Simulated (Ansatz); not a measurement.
# SiGeH₄ (singlet): the correlation ladder, cc-pVDZ

The task here is to estimate one member of a computed series from the others.

Program: Ansatz 0.2.0, Gaussian basis. Level of theory: cc-pVDZ, core rule «outside noble gas», up to 19 orbitals frozen. These are calculated values, not measurements.

To be run: UHF; CCSD(T) on RHF; CCSD(T) on UHF; BCCD(T) on RHF; CISD; CCSDT(Q) on RHF; CCSDT(Q) on UHF; CASSCF and MRCISD+Q, 8 electrons in 8 orbitals; CASSCF and NEVPT2, 8 electrons in 8 orbitals.

10 further runs of the same task are left out: 3 that didn't finish, 7 set aside as unsound or not needed.

## What is computed

The geometry is a PBE0/def2-TZVP stationary point (not a proven minimum). No spin-orbit coupling is included. The filled d shell of Ge may be among the frozen orbitals whatever the setting's name suggests; the logs give the count.

6 atoms, charge 0, spin multiplicity 1.

Atoms are counted from 1 here; the program's logs count them from 0.

Bond lengths: Si1–Ge2 2.430 Å, Si1–H3 1.526 Å, Ge2–H4 1.541 Å, Ge2–H5 1.545 Å, Ge2–H6 1.544 Å. Angles: Ge2–Si1–H3 88.8°, Si1–Ge2–H4 114.3°, Si1–Ge2–H5 109.5°, Si1–Ge2–H6 110.7°, H4–Ge2–H5 107.4°, H4–Ge2–H6 107.5°, H5–Ge2–H6 107.0°.

Geometry (Å):

```mol
GeH4Si
  3D, bonds by distance, orders not assigned

  6  5  0  0  0  0  0  0  0  0999 V2000
   -0.0007   -0.0931    1.7691 Si  0  0
   -0.0001    0.0132   -0.6582 Ge  0  0
    0.0020    1.4326    1.8041 H   0  0
   -0.0315   -1.3611   -1.3540 H   0  0
    1.2699    0.7478   -1.1427 H   0  0
   -1.2124    0.8215   -1.1701 H   0  0
  1  2  8  0
  1  3  8  0
  2  4  8  0
  2  5  8  0
  2  6  8  0
M  END
```

The first run:

in.yaml reads:

```yaml
crystal:
  periodic: [false, false, false]
  atoms:
    - {symbol: Si, position_ang: [-0.000654, -0.093078, 1.769086]}
    - {symbol: Ge, position_ang: [-0.000135, 0.013219, -0.658153]}
    - {symbol: H, position_ang: [0.002033, 1.432640, 1.804104]}
    - {symbol: H, position_ang: [-0.031486, -1.361054, -1.353967]}
    - {symbol: H, position_ang: [1.269853, 0.747832, -1.142672]}
    - {symbol: H, position_ang: [-1.212415, 0.821483, -1.170072]}
basis:
  gaussian: {orbitals: cc-pVDZ}
magnetization: {spin_polarized: true, initial_magnetization: 0}
hamiltonian: {xc: hf}
output: {orbitals: {seedname: orbitals}}
```

Launch:

```console
$ ansatz run in.yaml --threads 1 --pin off --events-out ev --progress --plain --max-ram 2393MiB
```

Steps of the session up to this table: UHF; CCSD(T) on RHF; CCSD(T) on UHF; BCCD(T) on RHF; CISD; CCSDT(Q) on RHF; CCSDT(Q) on UHF; CASSCF and MRCISD+Q, 8 electrons in 8 orbitals; CASSCF and NEVPT2, 8 electrons in 8 orbitals.

One table of the session follows, with a row left open; its other results are not shown here.

```
   method  from RCCSDT(Q) (meV)
      RHF               +6462.0
      UHF               +6343.7
     RMP2               +1496.4
     UMP2               +1634.4
     CISD                +809.4
    RCCSD                +201.3
    UCCSD                +214.2
 RCCSD(T)                 +41.0
 UCCSD(T)                 +50.8
  BCCD(T)                     ?
   RCCSDT                  +8.0
   UCCSDT                  +9.3
RCCSDT(Q)                     0
UCCSDT(Q)                  +0.3
```

Estimate the missing values for BCCD(T).

The run gave: from RCCSDT(Q) (meV): +40.4. In the column «from RCCSDT(Q) (meV)» it lies between UCCSDT (+9.3) and RCCSD(T) (+41.0).

Left out of the table: CASSCF frontier, NEVPT2 frontier, MRCISD frontier, MRCISD+Q frontier (the active space lost an orbital or holds another state than full CI finds).

Caveats from the session: Restricted and unrestricted rows rest on different reference determinants; where their highest levels disagree by more than a few hundredths of an eV, they describe different states and don't form one ladder. Warnings in the runs' records: passed over end.
